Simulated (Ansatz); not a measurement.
# FeCo5: the cost of one run

Method: DFT PBE, scalar-relativistic, plane waves, PAW, in Ansatz 0.2.0.

2 further runs of the same task are left out: 1 that didn't finish, 1 set aside as unsound or not needed. Runs told in other sessions of the task aren't counted.

### 1 The system as given

It takes space group P4/mmm (No. 123, tetragonal). Conventional cell: a = 2.494 Å, b = 2.494 Å, c = 10.676 Å, α = 90.00°, β = 90.00°, γ = 90.00°. Fe (site symmetry 4/mmm) is surrounded by 4 Fe at 2.49 Å and 8 Co at 2.55 Å. Co (site symmetry 4mm) has 8 Co at 2.47 to 2.49 Å and 4 Fe at 2.55 Å in its first shell of neighbours. Co (site symmetry 4mm) has 12 Co at 2.47 to 2.50 Å in its first shell of neighbours. Co (site symmetry 4/mmm) has 12 Co at 2.49 to 2.50 Å in its first shell of neighbours.

As a file:

```
CELL_PARAMETERS angstrom
2.49414 0.00000 0.00000
0.00000 2.49414 0.00000
0.00000 0.00000 10.67625
ATOMIC_POSITIONS crystal
Fe 0.50000 0.50000 0.00000
Co 0.00000 0.00000 0.82710
Co 0.50000 0.50000 0.66574
Co 0.00000 0.00000 0.50000
Co 0.50000 0.50000 0.33426
Co 0.00000 0.00000 0.17290
```

The cell was relaxed beforehand at this level, from a generated guess; it needn't be the stable form of this composition. At a tolerance of 0.05 Å it has space group P4/mmm (No. 123); it has 11.07 Å³/atom, an uncorrected energy of +0.02 eV/atom over the elements.

### 2 Static run: bands, density of states and charges

Contents of input.yaml:

```yaml
crystal:
  lattice:
    - [2.4941409, 0.0, 0.0]
    - [0.0, 2.4941409, 0.0]
    - [0.0, 0.0, 10.6762517]
  atoms:
    - { symbol: Fe, position: [0.5, 0.5, 0.0], spin: 2.83 }
    - { symbol: Co, position: [0.0, 0.0, 0.827103], spin: 1.85 }
    - { symbol: Co, position: [0.5, 0.5, 0.665739], spin: 1.91 }
    - { symbol: Co, position: [0.0, 0.0, 0.5], spin: 1.93 }
    - { symbol: Co, position: [0.5, 0.5, 0.334261], spin: 1.91 }
    - { symbol: Co, position: [0.0, 0.0, 0.172897], spin: 1.85 }
basis:
  ecutwfc: 420
kpoints:
  mp_grid: { grid: [14, 14, 4] }
  band_path:
    path:
      - [[0.0, 0.0, 0.0], [0.0, 0.5, 0.0], [0.5, 0.5, 0.0], [0.0, 0.0, 0.0], [0.0, 0.0, 0.5], [0.0, 0.5, 0.5], [0.5, 0.5, 0.5], [0.0, 0.0, 0.5]]
      - [[0.0, 0.5, 0.0], [0.0, 0.5, 0.5]]
      - [[0.5, 0.5, 0.0], [0.5, 0.5, 0.5]]
    npoints: 14
hamiltonian:
  xc: pbe
scf:
  occupations: { method: gaussian, width: 0.1 }
  n_extra_bands: 15
output:
  forces: true
  stress: true
  eigenvalues: true
  populations: true
  dos: { projected: true, de: 0.02, nscf_kmesh: { grid: [17, 17, 5] } }
  bader: true
  write_density: true
  write_potential: true
  elf: true
  volumetric_format: npy
magnetization:
  spin_polarized: true
checkpoint:
  read: start.run
  write: ck
  compress: false
  write_wavefunctions: false
  write_every: 100000
```

Run with:

```
$ ansatz run input.yaml --threads 4 --pin off --max-ram 8192MiB --backend cpu --events-out ev --progress --plain --runs-dir out
```

**Question.** How long does this run take on 4 threads of Intel Xeon Platinum 8488C (Sapphire Rapids), shared host, and how much memory does it need?

About 31 s, with a peak of 0.98 GiB.
